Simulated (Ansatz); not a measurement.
# GaAsH₂ (singlet): from Hartree-Fock to the top rungs, cc-pVDZ

An exercise on one series of results from a longer session: the logs are not shown, and one member is left open.

Computed with Ansatz 0.2.0, Gaussian basis. Level: cc-pVDZ, core rule «outside noble gas», up to 28 orbitals frozen.

The runs, in order: UHF; CCSD(T) on RHF; CCSD(T) on UHF; BCCD(T) on RHF; CISD; CCSDT(Q) on RHF; CCSDT(Q) on UHF; CCSDTQ on RHF; CASSCF and MRCISD+Q, 10 electrons in 10 orbitals; CASSCF and NEVPT4(SD), 10 electrons in 10 orbitals; CASSCF and NEVPT2, 10 electrons in 10 orbitals.

14 further runs of the same task are left out: 8 for a known fault of the program, 6 set aside as unsound or not needed. Runs told in other sessions of the task aren't counted.

## The system

The geometry is a PBE0/def2-TZVP stationary point (not a proven minimum) of the parent state, kept for this charge and spin. No spin-orbit coupling is included. The filled d shell of Ga, As may be among the frozen orbitals whatever the setting's name suggests.

4 atoms, charge 0, spin multiplicity 1.

Atoms are counted from 1 here; the program's logs count them from 0.

Bond lengths: Ga1–As2 2.473 Å, Ga1–H3 1.608 Å, As2–H4 1.527 Å. Angles: As2–Ga1–H3 116.3°, Ga1–As2–H4 93.5°.

The first run:

The input, in.yaml:

```yaml
crystal:
  periodic: [false, false, false]
  atoms:
    - {symbol: Ga, position_ang: [0.000000, -0.061519, 1.274398]}
    - {symbol: As, position_ang: [0.000000, 0.058800, -1.195307]}
    - {symbol: H, position_ang: [0.000000, 1.343482, 2.055926]}
    - {symbol: H, position_ang: [0.000000, -1.458691, -1.361996]}
basis:
  gaussian: {orbitals: cc-pVDZ}
magnetization: {spin_polarized: true, initial_magnetization: 0}
hamiltonian: {xc: hf}
output: {orbitals: {seedname: orbitals}}
```

Started as:

```console
ansatz run in.yaml --threads 1 --pin off --events-out ev --progress --plain --max-ram 4096MiB --backend cpu
```

Among the steps run: UHF; CCSD(T) on RHF; CCSD(T) on UHF; BCCD(T) on RHF; CISD; CCSDT(Q) on RHF; CCSDT(Q) on UHF; CCSDTQ on RHF; CASSCF and MRCISD+Q, 10 electrons in 10 orbitals; CASSCF and NEVPT4(SD), 10 electrons in 10 orbitals; CASSCF and NEVPT2, 10 electrons in 10 orbitals.

One table of the session follows, with a row left open; its other results are not shown here.

| method | from RCCSDTQ (kJ/mol) |
| --- | --- |
| RHF | +563.9 |
| UHF | ? |
| RMP2 | +118.5 |
| CISD | +82.8 |
| RCCSD | +32.7 |
| RCCSD(T) | +6.6 |
| BCCD(T) | +7.1 |
| RCCSDT | +2.4 |
| RCCSDT(Q) | -0.6 |
| RCCSDTQ | 0 |
| CASSCF valence | +307.3 |
| NEVPT2 valence | +74.1 |
| NEVPT4(SD) valence | +8.7 |
| MRCISD valence | +20.2 |
| MRCISD+Q valence | +0.9 |

**Question.** Estimate the row for UHF.

The run gave: from RCCSDTQ (kJ/mol): +472.7. In the column «from RCCSDTQ (kJ/mol)» it lies between CASSCF valence (+307.3) and RHF (+563.9).

To keep in mind: The determinant of HF (⟨S²⟩ 1.02) is far from a pure spin state, so its energy mixes those of several spin states; that is harmless only where they are near-degenerate.
